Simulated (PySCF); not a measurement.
**One shape, several levels: GeSiH5S− (SMILES [SiH3][S][GeH2-])**

Aim: a comparison of 6 runs (HF/def2-SVP, B3LYP/6-31G*, PBE0/def2-SVP, CAM-B3LYP/def2-SVPD, MP2/6-31G**, CCSD/6-311G**) of GeSiH5S−. The job is set up through a Python script.

The calculation is run with PySCF 2.14.0.

**1. The structure to begin with**

GeSiH5S−: 8 atoms, total charge -1, spin state singlet. As SMILES, `[SiH3][S][GeH2-]`. Geometry: a GFN2-xTB relaxation, a rough one for these elements and not checked as a minimum. This is one conformer, not always the lowest.

Bond lengths: Si1–S2 2.070 Å, S2–Ge3 2.436 Å, Si1–H4 1.473 Å, Si1–H5 1.468 Å, Si1–H6 1.468 Å, Ge3–H7 1.681 Å, Ge3–H8 1.659 Å. Angles: Si1–S2–Ge3 96.0°, S2–Si1–H4 113.3°, S2–Si1–H5 115.4°, S2–Si1–H6 107.2°, S2–Ge3–H7 92.4°, S2–Ge3–H8 90.3°, H4–Si1–H5 106.1°, H4–Si1–H6 107.1°, H5–Si1–H6 107.4°, H7–Ge3–H8 87.1°.

**2. Energy and forces at HF/def2-SVP (run 1)**

The input, input.py:

```python
import pyscf.grad
from pyscf import gto

mol = gto.Mole()
mol.atom = '''
Si  -0.612830   1.259890  -0.171740
S   -0.757460  -0.387990   1.071940
Ge   0.487470  -1.905950  -0.370710
H   -1.142150   1.016930  -1.524630
H    0.742470   1.792540  -0.355040
H   -1.425740   2.326220   0.425400
H    1.954300  -1.179060   0.011810
H    0.753930  -2.922580   0.912960
'''
mol.charge = -1
mol.basis = 'def2-svp'
mol.verbose = 3
mol.max_memory = 1860
mol.build()

mf = mol.RHF()
mf.conv_tol = 1e-10
mf.kernel()
if not mf.converged:
    mf = mf.newton().run(mf.mo_coeff, mf.mo_occ)

etot = mf.e_tot
print('Final energy', etot)
grad = mf.Gradients().kernel()
dip = mf.dip_moment()
pop, q = mf.mulliken_pop()
```

Started as:

```console
$ OMP_NUM_THREADS=1 python input.py
```

Standard output:

```text
converged SCF energy = -2764.3041909032
Final energy -2764.3041909032004
--------------- RHF gradients ---------------
         x                y                z
0 Si     0.0052688849     0.0037882603    -0.0027831140
1 S     0.0015244271     0.0059067758    -0.0057318894
2 Ge    -0.0254851378     0.0067067319    -0.0218707902
[... 4 lines of this table left out ...]
7 H     0.0063255189    -0.0040704104     0.0132017484
----------------------------------------------

WARN: System has nonzero charge -1; the dipole moment is origin-dependent.
[... 2 lines left out ...]
Dipole moment(X, Y, Z, Debye): -0.40653,  4.93404, -1.16291
[... 102 lines left out ...]
charge of    7H =     -0.25724
```

Run time: 8.7 s. Hardware: 1 thread of Intel Xeon at 2.70GHz, shared host; peak memory 0.19 GiB.

**3. Energy and forces at B3LYP/6-31G(d) (spherical functions) (run 2)**

The input, input.py:

```python
# [SiH3][S][GeH2-]
import pyscf.grad
from pyscf import gto, dft

mol = gto.M(
    atom='''
Si    -0.612830     1.259890    -0.171740
S     -0.757460    -0.387990     1.071940
Ge     0.487470    -1.905950    -0.370710
H     -1.142150     1.016930    -1.524630
H      0.742470     1.792540    -0.355040
H     -1.425740     2.326220     0.425400
H      1.954300    -1.179060     0.011810
H      0.753930    -2.922580     0.912960
''',
    charge=-1,
    spin=0,
    max_memory=1860,
    verbose=4,
    basis='6-31g*',
)

mf = dft.RKS(mol, xc='b3lyp')
mf.grids.level = 5
mf.conv_tol = 1e-10
mf.kernel()
if not mf.converged:
    mf = mf.newton().run(mf.mo_coeff, mf.mo_occ)

e_tot = mf.e_tot
print('E = %.10f Eh' % e_tot)
grad = mf.Gradients().kernel()
dip = mf.dip_moment()
pop, q = mf.mulliken_pop()
```

Started as:

```console
$ OMP_NUM_THREADS=1 python input.py
```

Standard output:

```text
PySCF version 2.14.0

[... 76 lines left out ...]
converged SCF energy = -2767.52339076413
[... 14 lines left out ...]
WARN: System has nonzero charge -1; the dipole moment is origin-dependent.
[... 2 lines left out ...]
Dipole moment(X, Y, Z, Debye): -0.13612,  4.99486, -1.03883
[... 87 lines left out ...]
charge of    7H =     -0.07816
```

Run time: 37 s. Hardware: 1 thread of Intel Xeon at 2.70GHz, shared host; peak memory 0.76 GiB.

Runs 3 to 5 aren't shown in full; the table further down has their settings and results.

**4. The energy at CCSD/6-311G(d,p) (run 6)**

The input, calc.py:

```python
from pyscf import gto, scf, cc

mol = gto.M(
    atom='''
Si    -1.158081     2.380847    -0.324542
S     -1.431392    -0.733195     2.025673
Ge     0.921185    -3.601724    -0.700540
H     -2.158351     1.921719    -2.881133
H      1.403065     3.387410    -0.670928
H     -2.694258     4.395919     0.803889
H      3.693092    -2.228100     0.022318
H      1.424721    -5.522876     1.725244
''',
    verbose=4,
    basis='6-311g**',
    spin=0,
    unit='bohr',
    max_memory=1860,
    charge=-1,
)

mf = scf.RHF(mol)
mf.conv_tol = 1e-10
mf.kernel()
if not mf.converged:
    mf = mf.newton().run(mf.mo_coeff, mf.mo_occ)

mycc = cc.CCSD(mf, frozen=19)
mycc.kernel()
e_tot = mycc.e_tot
print('Final energy', e_tot)
mf.analyze()
```

Started as:

```console
$ OMP_NUM_THREADS=1 python calc.py
```

Standard output:

```text
PySCF version 2.14.0

[... 115 lines left out ...]
MO #11  energy= -6.43227121992869  occ= 2
[... 22 lines left out ...]
MO #34  energy= -0.117829723451167 occ= 2
[... 22 lines left out ...]
MO #57  energy= 0.738653212929802  occ= 0
[... 22 lines left out ...]
MO #80  energy= 1.705612647521     occ= 0
[... 22 lines left out ...]
MO #103 energy= 3.06154918244709   occ= 0
[... 22 lines left out ...]
MO #126 energy= 850.908071966863   occ= 0
[... 138 lines left out ...]
WARN: System has nonzero charge -1; the dipole moment is origin-dependent.
Location of origin: [0. 0. 0.]

Dipole moment(X, Y, Z, Debye): -0.25483,  5.16355, -1.56327
```

Run time: 55 s. Hardware: 1 thread of Intel Xeon at 2.70GHz, shared host; peak memory 1.1 GiB.

**5. Overview of the runs**

| run | level | integration grid | frozen core orbitals | energy (Eh) | HOMO energy (eV) | LUMO energy (eV) | HOMO–LUMO gap (eV) | wall time |
| --- | --- | --- | --- | --- | --- | --- | --- | --- |
| 1 | HF/def2-SVP | – | – | -2764.304191 | -3.04 | 7.80 | 10.84 | 8.7 s |
| 2 | B3LYP/6-31G* (spherical functions) | 5 | – | -2767.523391 | -0.68 | 4.14 | 4.82 | 37 s |
| 3 | PBE0/def2-SVP | 5 | – | -2766.752933 | -0.85 | 4.64 | 5.49 | 32 s |
| 4 | CAM-B3LYP/def2-SVPD | 5 | – | -2767.422037 | -2.31 | 4.52 | 6.83 | 1.7 min |
| 5 | MP2/6-31G** (spherical functions) | – | 19 | -2764.943803 | -3.05 | 7.10 | 10.15 | 39 s |
| 6 | CCSD/6-311G** | – | 19 | -2765.295284 | -3.21 | 6.68 | 9.88 | 55 s |

**6. Summary of results**

| quantity | value |
| --- | --- |
| run 6: total energy | -2765.29528 Eh |
| run 6: HOMO energy (Hartree–Fock orbitals) | -3.21 eV |
| run 6: LUMO energy (Hartree–Fock orbitals) | 6.68 eV |
| run 6: HOMO–LUMO gap (to an unbound level, set by the basis) | 9.88 eV |
| run 6: correlation energy (19 core orbitals frozen) | -538.5 mEh |
| run 6: T1 diagnostic | 0.012 |

Over runs 1, 2, 3, 4 the HOMO–LUMO gap runs from 4.82 eV (B3LYP/6-31G*) to 10.84 eV (HF/def2-SVP). The two ends differ in method and basis. The empty levels of an anion lie above zero and hang on the basis. Totals of different functionals can't be ranked against each other. All runs together took 4.6 min, the longest 1.7 min.
